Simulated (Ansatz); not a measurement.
# CH4OSe: single points off equilibrium

One table from this session's results is given with a row withheld; the runs are named, their logs left out.

Program: Ansatz 0.2.0, Gaussian basis. Level of theory: single points in def2-TZVPP. These are calculated values, not measurements.

Correlated methods freeze the cores. Filled d shells of the heavier atoms are correlated. B3LYP uses VWN-RPA correlation.

**The system as given**

SMILES `OC[SeH]`, 7 atoms, charge 0, spin multiplicity 1.

Atoms are counted from 1 here; the program's logs count them from 0.

Bond lengths: O1–C2 1.418 Å, O1–H4 0.766 Å, C2–Se3 1.789 Å, C2–H5 1.140 Å, C2–H6 0.890 Å, Se3–H7 1.428 Å. Angles: C2–O1–H4 108.7°, O1–C2–Se3 119.7°, O1–C2–H5 95.5°, O1–C2–H6 102.6°, Se3–C2–H5 119.8°, Se3–C2–H6 121.8°, H5–C2–H6 91.2°, C2–Se3–H7 85.8°.

Geometry (Å):

```xyz
7
CH4OSe
O    -1.1542    0.4162   -0.7199
C     0.0626    0.3128    0.0015
Se    1.3696   -0.7432   -0.6120
H    -1.5217   -0.2546   -0.6782
H    -0.4253    0.0842    1.0066
H     0.2154    1.1545    0.2460
H     1.9875   -0.5392    0.6595
```

The first run:

run/in.yaml reads:

```yaml
crystal:
  periodic: [false, false, false]
  atoms:
    - {symbol: O, position_ang: [-1.154200, 0.416200, -0.719900]}
    - {symbol: C, position_ang: [0.062600, 0.312800, 0.001500]}
    - {symbol: Se, position_ang: [1.369600, -0.743200, -0.612000]}
    - {symbol: H, position_ang: [-1.521700, -0.254600, -0.678200]}
    - {symbol: H, position_ang: [-0.425300, 0.084200, 1.006600]}
    - {symbol: H, position_ang: [0.215400, 1.154500, 0.246000]}
    - {symbol: H, position_ang: [1.987500, -0.539200, 0.659500]}
basis:
  gaussian: {orbitals: def2-TZVPP}
correlation: {method: ccsd_t}
output: {forces: true}
```

The command line of these runs was not kept.

Steps of the session up to this table: CCSD(T)/def2-TZVPP; PBE0-D4/def2-TZVPP; wB97M-V/def2-TZVPP; r2SCAN-D4/def2-TZVPP; PBE-D4/def2-TZVPP; B3LYP-D4/def2-TZVPP; HSE06-D4/def2-TZVPP.

One of the session's tables, all rows but one given; the rest of the session is left out.

| method | RMS force component (eV/Å) | angle to CCSD(T) forces (°) | dipole (D) |
| --- | --- | --- | --- |
| CCSD(T) | 7.463 | reference | 1.67 |
| PBE0-D4 | 7.470 | 1.0 | 1.68 |
| wB97M-V | 7.419 | 0.4 | 1.67 |
| r2SCAN-D4 | 7.433 | 0.4 | 1.66 |
| PBE-D4 | 7.572 | 1.5 | 1.60 |
| B3LYP-D4 | 7.400 | 0.7 | 1.65 |
| HSE06-D4 | ? | ? | ? |

Q: Estimate the row for HSE06-D4 from the others.

The run gave: RMS force component (eV/Å): 7.474; angle to CCSD(T) forces (°): 1.0; dipole (D): 1.68. In the column «RMS force component (eV/Å)» it lies between PBE0-D4 (7.470) and PBE-D4 (7.572).
